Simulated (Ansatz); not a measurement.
# Be: the cost of one run

Computed with Ansatz 0.2.0 (DFT PBEsol, scalar-relativistic, unless a step's input says otherwise).

## (1) The starting structure

The structure is tetragonal, space group P4_2/mnm (No. 136). The conventional cell has a = 3.747 Å, b = 3.747 Å, c = 2.281 Å, α = 90.00°, β = 90.00°, γ = 90.00°. Be (site symmetry m2m) is surrounded by 11 Be at 2.15 to 2.28 Å.

Structure file:

```xyz
4
Lattice="3.7468 0.0000 0.0000 0.0000 3.7468 0.0000 0.0000 0.0000 2.2813" Properties=species:S:1:pos:R:3 pbc="T T T"
Be    1.1143    1.1143    0.0000
Be    2.6325    2.6325    0.0000
Be    0.7591    2.9877    1.1406
Be    2.9877    0.7591    1.1406
```

Structure from a Materials Project entry, not relaxed further.

Atoms are numbered in the order of the input: Be1, Be2, Be3, Be4.

## (2) All-electron LAPW

Input file input.yaml:

```yaml
crystal:
  lattice:
    - [3.746814, 0.0, 0.0]
    - [0.0, 3.746814, 0.0]
    - [0.0, 0.0, 2.28128]
  atoms:
    - { symbol: Be, position: [0.297408, 0.297408, 0.0] }
    - { symbol: Be, position: [0.702592, 0.702592, 0.0] }
    - { symbol: Be, position: [0.202592, 0.797408, 0.5] }
    - { symbol: Be, position: [0.797408, 0.202592, 0.5] }
kpoints:
  mp_grid: { grid: [9, 9, 14] }
  band_path:
    path:
      - [0.0, 0.0, 0.0]
      - [0.0, 0.5, 0.0]
      - [0.5, 0.5, 0.0]
      - [0.0, 0.0, 0.0]
      - [0.0, 0.0, 0.5]
      - [0.0, 0.5, 0.5]
      - [0.5, 0.5, 0.5]
      - [0.0, 0.0, 0.5]
      - [0.0, 0.5, 0.0]
    npoints: 14
scf:
  occupations: { method: fermi_dirac, width: 0.05 }
hamiltonian:
  xc: pbesol
  pseudopotentials: { kind: all_electron, lapw: { basis_error: 0.001 } }
output:
  forces: true
  stress: true
  eigenvalues: true
  fatbands: true
  populations: true
  dos: { projected: true, de: 0.2, e_range: [-14, 8] }
```

Command:

```console
$ ansatz run input.yaml --threads 1 --pin off --max-ram 6144MiB --backend cpu --events-out ev --progress --plain --runs-dir out
```

What time and memory should one allow on 1 thread of Intel Xeon Platinum 8488C (Sapphire Rapids), shared host?

About 10 s, with a peak of 0.31 GiB.
